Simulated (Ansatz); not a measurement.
Write a Python script for Ansatz 0.2.0 through its Python package that makes harmonic frequencies at the relaxed geometry of GeH6O2Si, SMILES O[SiH2][GeH2][OH]. Use (for the species named): PBE0, def2-SVP basis, multiplicity 1.

```xyz
10

O    -1.3356    0.5829   -1.2067
Si   -0.2998    1.1709   -0.0979
Ge    0.5163   -0.7840    0.8830
O     1.3098   -1.8205   -0.2924
H    -1.8715    1.1484   -1.7571
H    -1.0094    2.0331    0.8469
H     0.7264    1.9837   -0.7597
H     1.6470   -0.6349    1.8710
H    -0.4969   -1.6739    1.5998
H     0.8135   -2.0056   -1.0869
```

`freq_geh6o2si.py`
```python
"""Harmonic frequencies of GeH6O2Si at its relaxed geometry."""

import itertools

import ansatz as az
from ase.data import atomic_numbers, covalent_radii
import numpy as np


def main() -> None:
    geometry = (
        az.Crystal.molecule()
        .atom("O", (-1.33556, 0.58288, -1.20669))
        .atom("Si", (-0.29979, 1.17095, -0.09792))
        .atom("Ge", (0.51631, -0.78402, 0.88302))
        .atom("O", (1.30982, -1.82053, -0.29242))
        .atom("H", (-1.87149, 1.14839, -1.75706))
        .atom("H", (-1.00936, 2.03306, 0.8469))
        .atom("H", (0.72643, 1.9837, -0.75971))
        .atom("H", (1.64703, -0.63492, 1.87098))
        .atom("H", (-0.49689, -1.67389, 1.59976))
        .atom("H", (0.81348, -2.00564, -1.08687))
    )

    setup = geometry.calculation().basis(gaussian="def2-SVP").functional("PBE0").accuracy("medium")
    symbols = [site.symbol for site in geometry.cartesian_sites]
    start = np.array([site.position_ang for site in geometry.cartesian_sites], dtype=float)
    r = setup.relax(force_tolerance=0.003).run(threads=1).report
    end = np.array(r["positions_ang"])

    # pairs closer than 1.2 times the sum of covalent radii, before or after
    radius = [covalent_radii[atomic_numbers[s]] for s in symbols]
    span = lambda where, i, j: np.linalg.norm(where[i] - where[j])
    bonded = [(i, j) for i, j in itertools.combinations(range(len(symbols)), 2) if min(span(start, i, j), span(end, i, j)) < 1.2 * (radius[i] + radius[j])]
    print("pair        before    after (A)")
    for i, j in bonded:
        print(f"{symbols[i]}{i}-{symbols[j]}{j}".ljust(10), f"{span(start, i, j):8.4f} {span(end, i, j):8.4f}")

    # same settings at the minimum
    minimum = az.Crystal.molecule()
    for symbol, place in zip(symbols, end):
        minimum = minimum.atom(symbol, place.tolist())
    vibrating = (
        minimum.calculation()
        .basis(gaussian="def2-SVP")
        .functional("PBE0")
        .accuracy("medium")
        .phonons(temperatures=(200, 600, 100))
    )
    vib = vibrating.run(threads=1).report["vibrations"]
    sums = vib["harmonic_sums"]
    modes = [m["omega_inv_cm"] for m in sums["modes_at_gamma"] if m["rigid_motion"] == "no"]
    for number, w in enumerate(modes, start=1):
        print(f"mode {number:2d} {w:9.1f} 1/cm {w / 8065.544 * 1000:8.2f} meV")
    print("imaginary modes:", sum(w < 0 for w in modes), " zero-point energy:", round(sums["zero_point_energy_ev"], 4), "eV")
    print("T (K)   F_vib (eV)   S_vib (meV/K)   C_vib (meV/K)")
    for row in zip(sums["temperatures_k"], sums["vibrational_free_energy_ev"], vib["entropy_ev_per_k"], vib["heat_capacity_ev_per_k"]):
        print(f"{row[0]:6.1f} {row[1]:11.4f} {1000 * row[2]:13.4f} {1000 * row[3]:15.4f}")


if __name__ == "__main__":
    main()
```

```console
$ python freq_geh6o2si.py
pair        before    after (A)
O0-Si1       1.6273   1.6844
O0-H4        0.9539   0.9620
Si1-Ge2      2.3346   2.3908
Si1-H5       1.4627   1.4978
Si1-H6       1.4669   1.4978
Ge2-O3       1.7566   1.7878
Ge2-H7       1.5089   1.5418
Ge2-H8       1.5271   1.5419
O3-H9        0.9549   0.9690
mode  1      31.6 1/cm     3.91 meV
mode  2     146.7 1/cm    18.18 meV
mode  3     215.7 1/cm    26.75 meV
mode  4     240.9 1/cm    29.86 meV
mode  5     364.6 1/cm    45.20 meV
mode  6     369.9 1/cm    45.87 meV
mode  7     404.1 1/cm    50.11 meV
mode  8     563.2 1/cm    69.82 meV
mode  9     678.9 1/cm    84.17 meV
mode 10     698.6 1/cm    86.62 meV
mode 11     711.1 1/cm    88.17 meV
mode 12     748.6 1/cm    92.82 meV
mode 13     765.8 1/cm    94.94 meV
mode 14     834.3 1/cm   103.44 meV
mode 15     885.4 1/cm   109.78 meV
mode 16     921.9 1/cm   114.30 meV
mode 17     971.6 1/cm   120.46 meV
mode 18    1056.5 1/cm   130.99 meV
mode 19    2140.3 1/cm   265.37 meV
mode 20    2144.9 1/cm   265.94 meV
mode 21    2209.3 1/cm   273.91 meV
mode 22    2210.2 1/cm   274.03 meV
mode 23    3808.5 1/cm   472.19 meV
mode 24    3922.0 1/cm   486.26 meV
imaginary modes: 0  zero-point energy: 1.6765 eV
T (K)   F_vib (eV)   S_vib (meV/K)   C_vib (meV/K)
 200.0      1.6298        0.4993          0.5634
 300.0      1.5657        0.7834          0.8474
 400.0      1.4735        1.0581          1.0610
 500.0      1.3547        1.3124          1.2161
 600.0      1.2117        1.5450          1.3341
```

Caveats:
- The settings weren't tested for convergence.
- The frequencies are harmonic and unscaled, in a modest basis. The result belongs to the one conformer reached from this start, and soft torsions count as harmonic oscillators.
- Hardware and time: 6.3 min on 1 thread of Arm Neoverse V1 (shared host), peak memory 0.34 GiB.

(Lines on the test bed's own set-up are left out of the output.)
